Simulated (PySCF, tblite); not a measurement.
**C₅H₄ClN₃: geometry, infrared bands and NMR shifts**

Aim: predict the infrared bands and NMR shifts of C₅H₄ClN₃ (`C=Cc1ncc(Cl)nn1`).

Programs: tblite 0.8.0 and PySCF 2.14.0, with density-fitted response routines of our own. Each step states its level of theory. These are calculated values for one molecule in the gas phase, unless marked as measured. Atoms are numbered from 0 throughout.

## 1. The starting structure

13 atoms, charge 0, multiplicity 1; geometry from: force field or distance geometry start.

Bonds of the start (Å): C0–C1 1.34, C1–C2 1.45, C2–N3 1.33, N3–C4 1.36, C4–C5 1.40, C5–Cl6 1.75, C5–N7 1.36, N7–N8 1.33, N8–C2 1.35, C0–H9 1.09, C0–H10 1.08, C1–H11 1.07, C4–H12 1.09.

## 2. Geometry optimisation with GFN2-xTB

Job settings and geometry (Å):

```
{"job": {"kind": "relax", "xc": "GFN2-xTB", "basis": "xTB"}, "charge": 0, "multiplicity": 1}
C      2.663000     0.130400     0.216900
C      1.675400     0.491400    -0.613500
C      0.280100     0.210300    -0.344900
N     -0.174900    -0.417300     0.740600
C     -1.509200    -0.638700     0.913500
C     -2.432800    -0.211700    -0.041600
Cl    -4.152900    -0.470800     0.138600
N     -1.930600     0.435400    -1.129700
N     -0.623000     0.621200    -1.260200
H      2.442500    -0.391500     1.149600
H      3.667600     0.391100    -0.083600
H      1.929400     1.004000    -1.515300
H     -1.838900    -1.153400     1.811900
```

Run with:

```bash
OMP_NUM_THREADS=1 python probes_run.py task.json out
```

The driver reads the jobs from task.json and runs them one after another.

**Question.** This job is followed by: GFN2-xTB harmonic vibrations, gas phase; GIAO PBE0/pcSseg-1 NMR shielding, non-relativistic, gas phase. What will the session give for the following? strongest single infrared mode (GFN2-xTB); zero-point energy (GFN2-xTB); 13C shifts against TMS (PBE0/pcSseg-1); 1H shifts against TMS (PBE0/pcSseg-1); 15N shifts against NH3 (PBE0/pcSseg-1); 35Cl shifts against HCl (PBE0/pcSseg-1).

The runs gave:

| quantity | value |
| --- | --- |
| strongest single infrared mode (GFN2-xTB) | 1115 cm⁻¹, 119 km/mol |
| zero-point energy (GFN2-xTB) | 52.6 kcal/mol |
| 13C shifts against TMS (PBE0/pcSseg-1) | 167.6, 166.6, 153.5, 141.8, 137.5 ppm |
| 1H shifts against TMS (PBE0/pcSseg-1) | 8.54, 7.60, 7.56, 6.46 ppm |
| 15N shifts against NH3 (PBE0/pcSseg-1) | 478.7, 440.1, 325.4 ppm |
| 35Cl shifts against HCl (PBE0/pcSseg-1) | 259 ppm |

**Reading.** The optimisation took 29 steps and gained 0.378 eV; among the close pairs (by a distance rule), N3–C4 changed most, from 1.364 to 1.308 Å. No mode is imaginary among the 33: a minimum at this level. The strongest single mode, at 1115 cm⁻¹, is carried by C5, H12, N8. Unscaled tight-binding wavenumbers are off by several per cent, some by more. Its intensities can rank the bands wrongly. At PBE0/pcSseg-1: The widest tensor belongs to N7: span 873 ppm, with a paramagnetic part of -532 ppm. NICS(1)zz of -22 ppm above the planar ring from C2 marks a diatropic (aromatic) ring current.
